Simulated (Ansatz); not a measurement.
# BaZn2O6: the cost of one run

Computed with Ansatz 0.2.0 (DFT PBE, scalar-relativistic, plane waves, PAW, unless a step's input says otherwise).

## Step 1: The starting structure

It takes space group Fm-3m (No. 225, cubic). Conventional cell: a = 8.101 Å, b = 8.101 Å, c = 8.101 Å, α = 90.00°, β = 90.00°, γ = 90.00°. Ba (site symmetry m-3m) is surrounded by 12 O at 2.86 Å. Zn (site symmetry -43m) has 6 O at 2.03 Å as nearest neighbours. O (site symmetry mmm) has 2 Zn at 2.03 Å and 2 Ba at 2.86 Å as nearest neighbours.

Structure file:

```
Ba Zn O
1.0
     0.00000    4.05048    4.05048
     4.05048    0.00000    4.05048
     4.05048    4.05048    0.00000
Ba Zn O
1 2 6
Cartesian
  0.0000 0.0000 0.0000
  6.0757 6.0757 6.0757
  2.0252 2.0252 2.0252
  0.0000 2.0252 2.0252
  4.0505 2.0252 2.0252
  2.0252 0.0000 2.0252
  2.0252 4.0505 2.0252
  2.0252 2.0252 0.0000
  2.0252 2.0252 4.0505
```

It is the end of an earlier relaxation with the same method, from a generated guess; it is a trial structure. At a tolerance of 0.05 Å it has space group Fm-3m (No. 225); it has 14.77 Å³/atom, an uncorrected energy of -0.60 eV/atom over the elements.

## Step 2: Bands, states and charges

The input, input.yaml:

```yaml
crystal:
  lattice:
    - [0.0, 4.0504847431, 4.0504847431]
    - [4.0504847431, 0.0, 4.0504847431]
    - [4.0504847431, 4.0504847431, 0.0]
  atoms:
    - { symbol: Ba, position: [0.0, 0.0, 0.0] }
    - { symbol: Zn, position: [0.75, 0.75, 0.75], spin: 0.15 }
    - { symbol: Zn, position: [0.25, 0.25, 0.25], spin: 0.15 }
    - { symbol: O, position: [0.5, 0.0, 0.0], spin: 0.9 }
    - { symbol: O, position: [0.0, 0.5, 0.5], spin: 0.9 }
    - { symbol: O, position: [0.0, 0.5, 0.0], spin: 0.9 }
    - { symbol: O, position: [0.5, 0.0, 0.5], spin: 0.9 }
    - { symbol: O, position: [0.0, 0.0, 0.5], spin: 0.9 }
    - { symbol: O, position: [0.5, 0.5, 0.0], spin: 0.9 }
basis:
  ecutwfc: 420
kpoints:
  mp_grid: { grid: [8, 8, 8] }
  band_path:
    path:
      - [[0.0, 0.0, 0.0], [0.5, 0.0, 0.5], [0.625, 0.25, 0.625]]
      - [[0.375, 0.375, 0.75], [0.0, 0.0, 0.0], [0.5, 0.5, 0.5], [0.5, 0.25, 0.75], [0.5, 0.0, 0.5]]
    npoints: 14
hamiltonian:
  xc: pbe
scf:
  occupations: { method: gaussian, width: 0.1 }
  n_extra_bands: 22
output:
  forces: true
  stress: true
  eigenvalues: true
  populations: true
  dos: { projected: true, de: 0.02, nscf_kmesh: { grid: [10, 10, 10] } }
  bader: true
magnetization:
  spin_polarized: true
checkpoint:
  read: start.run
  write: ck
  compress: false
  write_wavefunctions: false
  write_every: 100000
```

Started as:

```bash
$ ansatz run input.yaml --threads 1 --pin off --max-ram 2048MiB --backend cpu --events-out ev --progress --plain --runs-dir out
```

Q: Estimate wall time and peak memory on 1 thread of Arm Neoverse V2, shared host.

About 2.3 min, with a peak of 0.8 GiB.
